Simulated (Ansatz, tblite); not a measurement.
# Cu(PH3)Cl (ClCuH3P): charged states by level of theory

An exercise on one series of results from a longer session: the logs are not shown, and one member is left open.

Method: as each input shows; program: Ansatz 0.2.0, Gaussian basis.

Levels to be run: charge +1 doublet, at the geometry of the singlet (PBE0-D4/def2-TZVP, PBE-D4/def2-TZVP, r2SCAN-D4/def2-TZVP, CCSD(T)/def2-TZVPP); charge +1 doublet, relaxed (PBE0-D4/def2-TZVP, PBE-D4/def2-TZVP); the starting singlet's energies come from earlier runs.

## The relaxed structure

The singlet was relaxed beforehand with PBE-D4/def2-TZVP.

6 atoms, charge 0, spin multiplicity 1.

Atoms are counted from 1 here; the program's logs count them from 0.

Bond lengths: Cu1–P2 2.141 Å, Cu1–Cl6 2.088 Å, P2–H3 1.421 Å, P2–H4 1.421 Å, P2–H5 1.421 Å. Angles: P2–Cu1–Cl6 179.9°, Cu1–P2–H3 119.5°, Cu1–P2–H4 119.6°, Cu1–P2–H5 119.5°, H3–P2–H4 97.8°, H3–P2–H5 97.8°, H4–P2–H5 97.8°.

As a file:

```
Cu   -0.0028    0.0014   -1.4296
P     0.0013    0.0004    0.7112
H    -1.2126   -0.2289    1.4143
H     0.4125    1.1663    1.4127
H     0.8082   -0.9388    1.4094
Cl   -0.0066   -0.0004   -3.5181
```

Formally the metal is d10. No spin-orbit coupling is included.

The first run:

The input, in.yaml:

```yaml
crystal:
  periodic: [false, false, false]
  atoms:
    - {symbol: Cu, position_ang: [-0.002837, 0.001410, -1.429586]}
    - {symbol: P, position_ang: [0.001295, 0.000395, 0.711179]}
    - {symbol: H, position_ang: [-1.212617, -0.228916, 1.414350]}
    - {symbol: H, position_ang: [0.412543, 1.166292, 1.412743]}
    - {symbol: H, position_ang: [0.808188, -0.938786, 1.409379]}
    - {symbol: Cl, position_ang: [-0.006563, -0.000414, -3.518076]}
basis:
  gaussian: {orbitals: def2-SVP}
total_charge: 1
magnetization: {spin_polarized: true, initial_magnetization: 1}
hamiltonian: {xc: pbe0, dispersion: d4}
output: {orbitals: {seedname: orbitals}}
```

Command:

```
$ ansatz run in.yaml --threads 4 --pin off --events-out ev --progress --plain --max-ram 3916MiB
```

Among the steps run: Charge +1 doublet at the fixed geometry, first pass, PBE0-D4/def2-SVP; Charge +1 doublet at the fixed geometry, PBE0-D4/def2-TZVP; Charge +1 doublet at the fixed geometry, PBE-D4/def2-TZVP; Charge +1 doublet at the fixed geometry, r2SCAN-D4/def2-TZVP; Charge +1 doublet at the fixed geometry, CCSD(T)/def2-TZVPP.

One table of the session follows, with a row left open; its other results are not shown here.

It belongs to the step «Vertical ionisation energy». 

```
             method  vertical ionisation energy (eV)
      HF/def2-TZVPP                             8.35
   PBE-D4/def2-TZVP                             9.23
r2SCAN-D4/def2-TZVP                                ?
  PBE0-D4/def2-TZVP                             9.34
     MP2/def2-TZVPP                             9.74
    CCSD/def2-TZVPP                             9.36
 CCSD(T)/def2-TZVPP                             9.45
```

**Question.** Estimate the row for r2SCAN-D4/def2-TZVP.

The run gave: vertical ionisation energy (eV): 9.27. In the column «vertical ionisation energy (eV)» it lies between PBE-D4/def2-TZVP (9.23) and PBE0-D4/def2-TZVP (9.34).
